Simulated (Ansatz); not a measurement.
# CH3Au (SMILES [CH3][Au]): single points off equilibrium

An exercise on one series of results from a longer session: the logs are not shown, and one member is left open.

Method: single points in def2-TZVPP; program: Ansatz 0.2.0, Gaussian basis.

Correlated methods freeze the cores. Filled d shells of the heavier atoms are correlated. Core potentials replace the inner electrons past krypton, and spin-orbit coupling is left out. B3LYP uses VWN-RPA correlation.

## The system as given

SMILES `[CH3][Au]`, 5 atoms, charge 0, spin multiplicity 1.

Atoms are counted from 1 here; the program's logs count them from 0.

Bond lengths: C1–Au2 2.126 Å, C1–H3 1.144 Å, C1–H4 1.091 Å, C1–H5 1.060 Å. Angles: Au2–C1–H3 107.5°, Au2–C1–H4 101.8°, Au2–C1–H5 108.6°, H3–C1–H4 106.1°, H3–C1–H5 118.8°, H4–C1–H5 112.6°.

Geometry (Å):

```
C    -0.1712    0.0893   -0.0468
Au    1.7934   -0.4335    0.5746
H    -0.9054   -0.4561    0.6399
H    -0.2372   -0.4065   -1.0166
H    -0.2322    1.1451   -0.1235
```

Set-up of the first run:

Contents of run/in.yaml:

```yaml
crystal:
  periodic: [false, false, false]
  atoms:
    - {symbol: C, position_ang: [-0.171200, 0.089300, -0.046800]}
    - {symbol: Au, position_ang: [1.793400, -0.433500, 0.574600]}
    - {symbol: H, position_ang: [-0.905400, -0.456100, 0.639900]}
    - {symbol: H, position_ang: [-0.237200, -0.406500, -1.016600]}
    - {symbol: H, position_ang: [-0.232200, 1.145100, -0.123500]}
basis:
  gaussian: {orbitals: def2-TZVPP}
correlation: {method: ccsd_t}
output: {forces: true}
```

No record of the launch command was kept for these runs.

Among the steps run: CCSD(T)/def2-TZVPP; PBE0-D4/def2-TZVPP; wB97M-V/def2-TZVPP; r2SCAN-D4/def2-TZVPP; PBE-D4/def2-TZVPP; r2SCANh-D4/def2-TZVPP; B3LYP-D4/def2-TZVPP.

One table of the session follows, with a row left open; its other results are not shown here.

| method | RMS force component (eV/Å) | angle to CCSD(T) forces (°) | dipole (D) |
| --- | --- | --- | --- |
| CCSD(T) | 0.977 | reference | 0.34 |
| PBE0-D4 | 0.971 | 1.8 | 0.39 |
| wB97M-V | 0.955 | 4.1 | 0.86 |
| r2SCAN-D4 | 0.975 | 1.6 | 0.12 |
| PBE-D4 | ? | ? | ? |
| r2SCANh-D4 | 0.987 | 1.9 | 0.20 |
| B3LYP-D4 | 0.905 | 8.8 | 0.19 |

**Question.** Estimate the row for PBE-D4.

The run gave: RMS force component (eV/Å): 0.934; angle to CCSD(T) forces (°): 7.4; dipole (D): 0.14. In the column «RMS force component (eV/Å)» it lies between B3LYP-D4 (0.905) and wB97M-V (0.955).
